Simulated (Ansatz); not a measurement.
# HfIn4SiO6 (Cm) in Ansatz: further runs, part 2 of 2

Ansatz 0.2.0. Earlier steps stand in the parts before.

### 4 Projected density of states, PBE

Contents of input.yaml:

```yaml
crystal:
  lattice:
    - [3.23023, -5.57768, -0.0247]
    - [3.23023, 5.57768, -0.0247]
    - [-1.49068, 0.0, 6.3203]
  atoms:
    - { symbol: Hf, position: [0.10178, 0.10178, 0.00912] }
    - { symbol: In, position: [0.79222, 0.48204, 0.00818] }
    - { symbol: In, position: [0.48204, 0.79222, 0.00818] }
    - { symbol: In, position: [0.54472, 0.21983, 0.48398] }
    - { symbol: In, position: [0.21983, 0.54472, 0.48398] }
    - { symbol: Si, position: [0.85433, 0.85433, 0.44523] }
    - { symbol: O, position: [0.835, 0.58822, 0.38104] }
    - { symbol: O, position: [0.58822, 0.835, 0.38104] }
    - { symbol: O, position: [0.02899, 0.02899, 0.295] }
    - { symbol: O, position: [0.9792, 0.9792, 0.69555] }
    - { symbol: O, position: [0.42852, 0.14514, 0.07435] }
    - { symbol: O, position: [0.14514, 0.42852, 0.07435] }
kpoints:
  mp_grid: { grid: [5, 5, 4] }
  band_path:
    path:
      - [0.0, 0.0, 0.0]
      - [-0.3338542549, -0.3338542549, 0.0399491201]
      - [-0.381431581, -0.381431581, 0.4435126576]
      - [-0.2862769288, -0.2862769288, 0.6363855826]
      - [0.0, 0.0, 0.5]
      - [-0.5, 0.5, 0.5]
      - [-0.618568419, 0.381431581, 0.5564873424]
    npoints: 12
scf:
  occupations: { method: fermi_dirac, width: 0.05 }
hamiltonian:
  xc: pbe
  pseudopotentials: { kind: all_electron, lapw: { basis_error: 0.002 } }
output:
  forces: true
  stress: true
  eigenvalues: true
  fatbands: false
  dos: { projected: true, de: 0.1, e_range: [-20, 6] }
  populations: true
```

Potentials or basis: all-electron LAPW, scalar-relativistic.

Command:

```
ansatz run input.yaml --threads 8 --pin off --max-ram 24576MiB --backend cpu --events-out ev --progress --plain --runs-dir out
```

Log:

```text
Warning: RAYON_NUM_THREADS=8 ignored (pool sized by the plan → 8); use --threads N
Hf: projections on atomic orbitals take those of the free atom 1s2 2s2 2p6 3s2 3p6 3d10 4s2 4p6 4d10 4f14 5s2 5p6 5d2 6s2, of charge +0.00 (hamiltonian.pseudopotentials.projection_atoms)
In: projections on atomic orbitals take those of the free atom 1s2 2s2 2p6 3s2 3p6 3d10 4s2 4p6 4d10 5s2 5p1, of charge +0.00 (hamiltonian.pseudopotentials.projection_atoms)
Si: projections on atomic orbitals take those of the free atom 1s2 2s2 2p6 3s2 3p2, of charge +0.00 (hamiltonian.pseudopotentials.projection_atoms)
O: projections on atomic orbitals take those of the free atom 1s2 2s2 2p4, of charge +0.00 (hamiltonian.pseudopotentials.projection_atoms)
LAPW: plane waves up to 11.401 Å⁻¹, error target 2.0e-3 eV per atom; small_component_spin mean_spin; O in spheres of 0.790 Å, 8 of its electrons in bands, Dirac shells []; Si in spheres of 0.844 Å, 12 of its electrons in bands, Dirac shells []; In in spheres of 1.094 Å, 31 of its electrons in bands, Dirac shells []; Hf in spheres of 1.094 Å, 44 of its electrons in bands, Dirac shells [] (how accurate: hamiltonian.pseudopotentials.lapw.basis_error, Limitations)
Engine: ansatz 0.2.0, x86_64-unknown-linux-gnu
Pseudopotentials: kind: all_electron
Pseudopotential: Hf, LAPW, valence charge 44, lapw/all_electron/scalar/gaussian/Hf, Koelling and Harmon's equation, gaussian nucleus
Pseudopotential: In, LAPW, valence charge 31, lapw/all_electron/scalar/gaussian/In, Koelling and Harmon's equation, gaussian nucleus
Pseudopotential: Si, LAPW, valence charge 12, lapw/all_electron/scalar/gaussian/Si, Koelling and Harmon's equation, gaussian nucleus
Pseudopotential: O, LAPW, valence charge 8, lapw/all_electron/scalar/gaussian/O, Koelling and Harmon's equation, gaussian nucleus
[... 75 lines left out ...]
  k-point 1: bands = ["-497.5201", "-496.6079", "-496.5796", "-496.5796", "-496.3946", "-496.3496", "-496.3496", "-418.2728", "-418.2728", "-418.2707", "-418.2707", "-418.2680", "-418.2680", "-418.2666", "-418.2666", "-418.2637", "-418.2637", "-418.2560", "-418.2560", "-418.2532", "-418.2532", "-418.2524", "-418.2524", "-418.2493", "-418.2493", "-418.2483", "-418.2483", "-364.2767", "-364.2476", "-364.2189", "-192.1549", "-192.1363", "-192.1227", "-192.1018", "-192.0898", "-124.8964", "-105.5214", "-105.5214", "-105.5119", "-105.5118", "-80.9735", "-80.9499", "-80.9392", "-64.0392", "-64.0384", "-64.0330", "-64.0325", "-64.0110", "-64.0107", "-63.9947", "-63.9947", "-63.9744", "-63.9744", "-63.9653", "-63.9652", "-52.7736", "-21.6633", "-21.6479", "-21.6312", "-10.6333", "-9.4958", "-9.2581", "-9.2060", "-8.7030", "-8.4928", "-4.6947", "-4.6586", "-4.6448", "-4.6398", "-4.6363", "-4.6143", "-4.6141", "-4.6034", "-4.6016", "-4.5750", "-4.5698", "-4.5627", "-4.5549", "-4.5488", "-4.5205", "-4.5048", "-4.5008", "-4.4453", "-4.4332", "-4.4174", "-2.6896", "-2.6859", "-2.6732", "-2.6547", "-2.6472", "-2.6289", "-2.6194", "1.1570", "2.6050", "3.2210", "3.3899", "3.8022", "4.2019", "4.4464", "4.5177", "4.9226", "5.0659", "5.1019", "5.3450", "5.4557", "5.7013", "5.7032", "6.1345", "6.2333", "6.4904", "6.8476", "8.0238", "8.3160", "9.2075", "10.9753", "11.4500", "11.5206", "12.1864", "12.2205", "12.8678", "13.3042", "13.4658", "14.0822", "14.1273", "14.6887", "14.7204", "15.2100", "15.9420", "16.2091", "16.5187", "16.8130", "16.9366", "17.0723", "17.7982", "18.1361", "18.3471", "18.9368"]
  k-point 2: bands = ["-497.5201", "-496.6079", "-496.5796", "-496.5796", "-496.3946", "-496.3496", "-496.3496", "-418.2728", "-418.2728", "-418.2707", "-418.2707", "-418.2680", "-418.2680", "-418.2666", "-418.2666", "-418.2637", "-418.2637", "-418.2560", "-418.2560", "-418.2532", "-418.2532", "-418.2524", "-418.2524", "-418.2493", "-418.2493", "-418.2483", "-418.2483", "-364.2767", "-364.2476", "-364.2189", "-192.1549", "-192.1363", "-192.1227", "-192.1018", "-192.0898", "-124.8964", "-105.5214", "-105.5214", "-105.5119", "-105.5118", "-80.9735", "-80.9499", "-80.9392", "-64.0392", "-64.0384", "-64.0330", "-64.0325", "-64.0109", "-64.0107", "-63.9947", "-63.9947", "-63.9744", "-63.9744", "-63.9653", "-63.9652", "-52.7736", "-21.6633", "-21.6479", "-21.6316", "-10.5377", "-9.6324", "-9.2576", "-9.2019", "-8.6898", "-8.4920", "-4.6909", "-4.6478", "-4.6384", "-4.6375", "-4.6363", "-4.6194", "-4.6100", "-4.6076", "-4.5920", "-4.5857", "-4.5648", "-4.5645", "-4.5605", "-4.5437", "-4.5097", "-4.4933", "-4.4843", "-4.4730", "-4.4654", "-4.4245", "-2.6896", "-2.6841", "-2.6722", "-2.6547", "-2.6472", "-2.6326", "-2.6194", "1.5394", "2.3699", "3.0838", "3.3854", "3.5400", "4.1062", "4.4691", "4.5481", "4.9255", "5.1362", "5.1478", "5.3110", "5.3804", "5.7373", "5.7616", "6.3638", "6.6491", "6.8421", "6.8866", "7.2656", "8.3179", "9.3983", "10.8729", "11.3791", "11.5107", "12.0827", "12.4074", "12.7187", "13.1736", "13.4237", "13.8110", "13.8765", "14.3770", "14.6060", "15.3121", "16.3879", "16.3905", "16.4240", "16.8425", "17.5703", "17.7992", "17.8112", "17.9943", "18.2634", "18.8855"]
  k-point 32: bands = ["-497.5201", "-496.6079", "-496.5796", "-496.5796", "-496.3946", "-496.3496", "-496.3496", "-418.2728", "-418.2728", "-418.2707", "-418.2707", "-418.2680", "-418.2680", "-418.2666", "-418.2666", "-418.2637", "-418.2637", "-418.2560", "-418.2560", "-418.2532", "-418.2532", "-418.2524", "-418.2524", "-418.2493", "-418.2493", "-418.2483", "-418.2483", "-364.2767", "-364.2476", "-364.2189", "-192.1549", "-192.1363", "-192.1227", "-192.1018", "-192.0898", "-124.8964", "-105.5214", "-105.5214", "-105.5118", "-105.5118", "-80.9735", "-80.9499", "-80.9392", "-64.0392", "-64.0384", "-64.0329", "-64.0326", "-64.0110", "-64.0106", "-63.9948", "-63.9946", "-63.9745", "-63.9743", "-63.9653", "-63.9651", "-52.7736", "-21.6633", "-21.6482", "-21.6316", "-10.5257", "-9.6324", "-9.2799", "-9.1893", "-8.6742", "-8.5028", "-4.7042", "-4.6809", "-4.6465", "-4.6320", "-4.6148", "-4.6073", "-4.6004", "-4.5940", "-4.5827", "-4.5768", "-4.5750", "-4.5528", "-4.5476", "-4.5304", "-4.5143", "-4.5073", "-4.4971", "-4.4868", "-4.4743", "-4.4470", "-2.6890", "-2.6826", "-2.6721", "-2.6544", "-2.6487", "-2.6281", "-2.6198", "1.7091", "2.3708", "3.2690", "3.3037", "3.4465", "3.7512", "3.9528", "4.0664", "4.6379", "5.3525", "5.3860", "5.4975", "5.8223", "5.9747", "6.0858", "6.3894", "6.4842", "6.7356", "7.4180", "7.8287", "7.9056", "8.7535", "11.1054", "11.4866", "11.7630", "11.9668", "12.2163", "13.2001", "13.4844", "13.5432", "13.7955", "13.9140", "14.6326", "14.7426", "15.3733", "15.9122", "16.0860", "16.2069", "16.5189", "16.7182", "17.0754", "17.1640", "18.1922", "18.3155", "18.5480"]
--- Löwdin populations: 12 sites ---
  site symbol       q [e]
     0     Hf     70.6738
     1     In     48.6225
     2     In     48.6225
     3     In     48.5568
     4     In     48.5568
     5     Si     12.3590
     6      O      8.7400
     7      O      8.7400
     8      O      8.7118
     9      O      8.7315
    10      O      8.6356
    11      O      8.6356
  spilling = 0.001256 (of n_electrons = 330.000000)
```

Wall time 3.3 min (8 threads of Intel Xeon 6975P-C (Granite Rapids), shared host); peak memory 4.4 GiB.

Results:

```yaml
Free_energy: -1070623.2617 eV
Pressure: 0.0 GPa
Largest_force: 0.007 eV/Å
Band_gap_on_the_k_mesh: 0.64 eV, indirect (least direct gap 0.90 eV)
Band_gap_along_the_path: 0.50 eV, indirect (least direct gap 0.87 eV)
Loewdin_charges: Hf +1.33; In +0.38, +0.44; Si +1.64; O -0.74, -0.71, -0.73, -0.64 e
```

Forces in eV/Å, atoms in the order of the input:
```
Hf  -0.005  0.000 -0.005
In   0.003  0.004  0.003
In   0.003 -0.004  0.003
In  -0.001  0.000 -0.002
In  -0.001  0.000 -0.002
Si  -0.003  0.000 -0.003
O    0.000  0.007  0.000
O    0.000 -0.007  0.000
O   -0.001  0.000  0.003
O   -0.001  0.000  0.001
O    0.003 -0.001  0.001
O    0.003  0.001  0.001
```

Levels at the corners of the path, in eV from the valence-band top:
| point | band 111 | band 112 | band 113 | band 114 | band 115 | band 116 | band 117 | band 118 |
| --- | --- | --- | --- | --- | --- | --- | --- | --- |
| Γ | -2.75 | -1.13 | -1.04 | -0.42 | 1.65 | 1.92 | 2.12 | 2.87 |
| Y | -2.26 | -1.90 | -1.39 | -0.13 | 1.23 | 1.97 | 2.84 | 2.88 |
| F | -2.08 | -1.54 | -1.28 | -0.73 | 1.07 | 1.41 | 2.80 | 2.86 |
| H | -2.13 | -1.69 | -1.28 | -0.38 | 0.50 | 1.33 | 2.61 | 3.24 |
| Z | -2.56 | -2.18 | -1.13 | -0.05 | 1.43 | 1.93 | 2.07 | 2.64 |
| I | -2.05 | -1.59 | -1.43 | -0.78 | 1.59 | 2.02 | 2.29 | 2.49 |
| F1 | -2.08 | -1.54 | -1.28 | -0.73 | 1.07 | 1.41 | 2.80 | 2.86 |

States per cell in windows of 1 eV (zero at the valence-band top; states under -8 eV left out):
| from (eV) | total |
| --- | --- |
| -8.0 | 0.61 |
| -7.0 | 5.87 |
| -6.0 | 6.35 |
| -5.0 | 8.49 |
| -4.0 | 10.09 |
| -3.0 | 5.15 |
| -2.0 | 3.86 |
| -1.0 | 2.12 |
| 0.0 | 0.25 |
| 1.0 | 3.14 |
| 2.0 | 5.00 |
| 3.0 | 5.55 |
| 4.0 | 7.58 |
| 5.0 | 3.75 |

Caveat: spin-orbit coupling is left out, which moves the levels of the heavy elements; the mesh misses the band edges, which the band path finds closer together.

### 5 Band structure, PBE

input.yaml, as its differences from that of step 4:

```diff
@@ -19,3 +19,3 @@
 kpoints:
-  mp_grid: { grid: [5, 5, 4] }
+  mp_grid: { grid: [4, 4, 3] }
   band_path:
@@ -39,4 +39 @@
   eigenvalues: true
-  fatbands: false
-  dos: { projected: true, de: 0.1, e_range: [-20, 6] }
-  populations: true
```

Potentials or basis: all-electron LAPW, scalar-relativistic.

Command:

```
ansatz run input.yaml --threads 8 --pin off --max-ram 24576MiB --backend cpu --events-out ev --progress --plain --runs-dir out
```

Log:

```text
Warning: RAYON_NUM_THREADS=8 ignored (pool sized by the plan → 8); use --threads N
[... 84 lines left out ...]
  k-point 16: bands = ["-497.5201", "-496.6086", "-496.5785", "-496.5785", "-496.3956", "-496.3496", "-496.3496", "-418.2726", "-418.2726", "-418.2705", "-418.2705", "-418.2678", "-418.2678", "-418.2665", "-418.2665", "-418.2634", "-418.2634", "-418.2558", "-418.2558", "-418.2530", "-418.2530", "-418.2522", "-418.2522", "-418.2491", "-418.2491", "-418.2481", "-418.2481", "-364.2767", "-364.2475", "-364.2189", "-192.1548", "-192.1363", "-192.1227", "-192.1018", "-192.0898", "-124.8965", "-105.5212", "-105.5212", "-105.5116", "-105.5116", "-80.9735", "-80.9499", "-80.9393", "-64.0390", "-64.0382", "-64.0327", "-64.0323", "-64.0109", "-64.0105", "-63.9946", "-63.9944", "-63.9743", "-63.9742", "-63.9651", "-63.9649", "-52.7735", "-21.6633", "-21.6481", "-21.6314", "-10.5752", "-9.5630", "-9.2822", "-9.1921", "-8.6759", "-8.5035", "-4.7003", "-4.6795", "-4.6473", "-4.6284", "-4.6275", "-4.6101", "-4.6053", "-4.5893", "-4.5890", "-4.5743", "-4.5596", "-4.5594", "-4.5509", "-4.5353", "-4.5253", "-4.5094", "-4.5065", "-4.4927", "-4.4555", "-4.4206", "-2.6889", "-2.6835", "-2.6726", "-2.6537", "-2.6488", "-2.6266", "-2.6198", "1.4488", "2.5857", "3.2644", "3.3660", "3.6442", "3.6770", "3.9104", "4.0593", "4.6449", "5.2335", "5.2949", "5.5521", "5.8661", "6.0042", "6.0410", "6.4272", "6.4504", "6.6902", "7.1725", "7.7127", "8.2339", "8.8596", "10.8730", "11.4803", "11.8300", "12.2032", "12.2145", "13.4780", "13.5301", "13.6066", "13.7646", "14.0316", "14.3253", "15.2461", "15.3591", "15.6891", "15.8905", "16.1480", "16.3388", "16.6766", "16.6896", "17.6792", "18.0520", "18.3826", "18.4395"]
```

Wall time 2.3 min (8 threads of Intel Xeon 6975P-C (Granite Rapids), shared host); peak memory 3.7 GiB.

Results:

```
Free energy             : -1070623.2607 eV
Pressure                : 0.0 GPa
Largest force           : 0.008 eV/Å
Band gap on the k mesh  : 0.56 eV, indirect (least direct gap 0.83 eV)
Band gap along the path : 0.50 eV, indirect (least direct gap 0.87 eV)
```

Forces on the atoms (eV/Å):
```
Hf  -0.005  0.000 -0.004
In   0.002  0.004  0.003
In   0.002 -0.004  0.003
In  -0.001  0.000 -0.002
In  -0.001  0.000 -0.002
Si  -0.005  0.000 -0.004
O    0.002  0.008  0.000
O    0.002 -0.008  0.000
O    0.000  0.000  0.002
O    0.000  0.000  0.003
O    0.003  0.001  0.002
O    0.003 -0.001  0.002
```

Levels at the corners of the path, in eV from the valence-band top:
```
point  band 111  band 112  band 113  band 114  band 115  band 116  band 117  band 118
    Γ     -2.75     -1.13     -1.04     -0.42      1.65      1.92      2.12      2.87
    Y     -2.26     -1.90     -1.39     -0.13      1.23      1.97      2.84      2.88
    F     -2.08     -1.54     -1.28     -0.73      1.07      1.41      2.80      2.86
    H     -2.13     -1.69     -1.28     -0.38      0.50      1.33      2.61      3.24
    Z     -2.56     -2.18     -1.13     -0.05      1.43      1.93      2.07      2.64
    I     -2.05     -1.59     -1.43     -0.78      1.59      2.02      2.29      2.49
   F1     -2.08     -1.54     -1.28     -0.73      1.07      1.41      2.80      2.86
```

Caveat: spin-orbit coupling is left out, which moves the levels of the heavy elements.

### 6 The runs side by side

```csv
task,level,potentials or basis,k mesh,cutoff (eV),basis error allowed,gap on the mesh (eV),pressure (GPa),largest force (eV/Å)
electric field gradients,PBE,all-electron PAW datasets made for the crystal,5 × 5 × 4,540,-,0.64,0.0,0.01
band structure,PBEsol,"all-electron LAPW, scalar-relativistic",4 × 4 × 3,495,0.002 eV/atom,0.50,-3.3,0.21
projected density of states,PBE,"all-electron LAPW, scalar-relativistic",5 × 5 × 4,495,0.002 eV/atom,0.64,0.0,0.01
band structure,PBE,"all-electron LAPW, scalar-relativistic",4 × 4 × 3,495,0.002 eV/atom,0.56,0.0,0.01
```

Alike in all rows: no spin polarisation; cell as given; smearing fermi-dirac 0.05 eV.

Caveats: spin-orbit coupling is left out, which moves the levels of the heavy elements; an odd mesh through Γ misses points on the zone boundary, where band edges often lie (some runs); the mesh misses the band edges, which the band path finds closer together (some runs).

Compare energies only between runs with the same functional and basis.
